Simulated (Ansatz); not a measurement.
A nudged elastic band was laid between two geometries of a periodic cell of 13 atoms, Sc$_{12}$C (host Sc, host structure hcp, interstitial C).

These are results of DFT PBE, scalar-relativistic, plane waves, PAW in Ansatz 0.2.0, not measurements. Settings: cutoff 420 eV, k mesh 3x2x3, gaussian smearing 0.05 eV, no spin polarisation.

```json
{
  "movable images": "7",
  "climbing image": "yes",
  "spring": "5.0 eV/Å²",
  "optimiser": "fire",
  "start path": "straight line",
  "force threshold": "0.05 eV/Å",
  "iteration limit": "62",
  "end points": "relaxed"
}
```

First end point:

```xyz
13
Lattice="6.6200 0.0000 0.0000 -4.9650 8.5996 0.0000 0.0000 0.0000 5.2761" Properties=species:S:1:pos:R:3
Sc -0.004 -0.024 0.164
Sc -0.004 2.072 2.511
Sc -1.698 2.882 -0.079
Sc -1.687 4.759 2.671
Sc -3.280 5.692 0.043
Sc -3.251 7.616 2.687
Sc 3.311 -0.080 0.072
Sc 3.297 1.946 2.478
Sc 1.677 2.894 -0.117
Sc 1.680 4.745 2.599
Sc -0.051 5.649 0.060
Sc -0.052 7.607 2.700
C 0.002 0.125 3.332
```

Last end point:

```xyz
13
Lattice="6.6200 0.0000 0.0000 -4.9650 8.5996 0.0000 0.0000 0.0000 5.2761" Properties=species:S:1:pos:R:3
Sc -0.003 -0.028 -0.165
Sc 0.000 2.068 2.759
Sc -1.694 2.879 0.076
Sc -1.684 4.756 2.607
Sc -3.276 5.690 -0.045
Sc -3.250 7.613 2.588
Sc 3.312 -0.081 -0.073
Sc 3.301 1.946 2.794
Sc 1.681 2.892 0.111
Sc 1.682 4.745 2.675
Sc -0.049 5.645 -0.055
Sc -0.052 7.602 2.579
C 0.000 0.118 1.942
```

Q: What changes between the two ends?

A: The atom that moves furthest is C13, by 1.39 Å; four of its nearest neighbours are Sc1 2.11, Sc2 2.11, Sc12 2.14, Sc6 2.14 Å at the first end and Sc1 2.11, Sc2 2.11, Sc12 2.14, Sc6 2.14 Å at the last.

Q: What energy profile does the band end with?

A: The forces met the threshold. The highest image is number 4 of 0 to 8, 0.33 eV above the ends, which have the same energy within 2 meV. By the program's own check the climbing image is a first-order saddle point (lowest curvatures found: -3.21 and 0.18 eV/Å²). Limits of this set-up: coarse k mesh, a small cell, in which the defect meets its images, a typed lattice constant that wasn't relaxed here.

```
image  path coordinate (Å)  energy (eV)
    0                 0.00         0.00
    1                 0.23         0.02
    2                 0.44         0.12
    3                 0.66         0.26
    4                 0.87         0.33
    5                 1.08         0.26
    6                 1.29         0.12
    7                 1.51         0.02
    8                 1.74         0.00
```

Q: What is the geometry of the highest image?

A: 
```xyz
13
Lattice="6.6200 0.0000 0.0000 -4.9650 8.5996 0.0000 0.0000 0.0000 5.2761" Properties=species:S:1:pos:R:3:forces:R:3
Sc 0.005 0.023 -0.001 0.01 -0.02 0.00
Sc -0.002 2.102 2.636 0.00 0.00 0.00
Sc -1.703 2.919 -0.001 0.00 -0.01 0.00
Sc -1.693 4.726 2.637 0.00 0.00 0.00
Sc -3.283 5.713 -0.001 0.00 0.00 0.00
Sc -3.205 7.555 2.638 0.00 0.00 0.00
Sc 3.306 -0.083 0.000 0.01 0.03 0.00
Sc 3.293 1.907 2.637 -0.01 0.01 0.00
Sc 1.677 2.968 -0.001 -0.01 -0.01 0.00
Sc 1.681 4.758 2.638 -0.01 -0.01 0.00
Sc -0.050 5.667 -0.001 -0.01 0.01 0.00
Sc -0.085 7.560 2.638 0.01 0.01 0.00
C 0.011 0.049 2.637 0.01 0.00 0.00
```

Time of the run: 18 min on 2 threads of Intel(R) Xeon(R) 6975P-C (Granite Rapids) (shared host), peak memory 1.7 GiB.
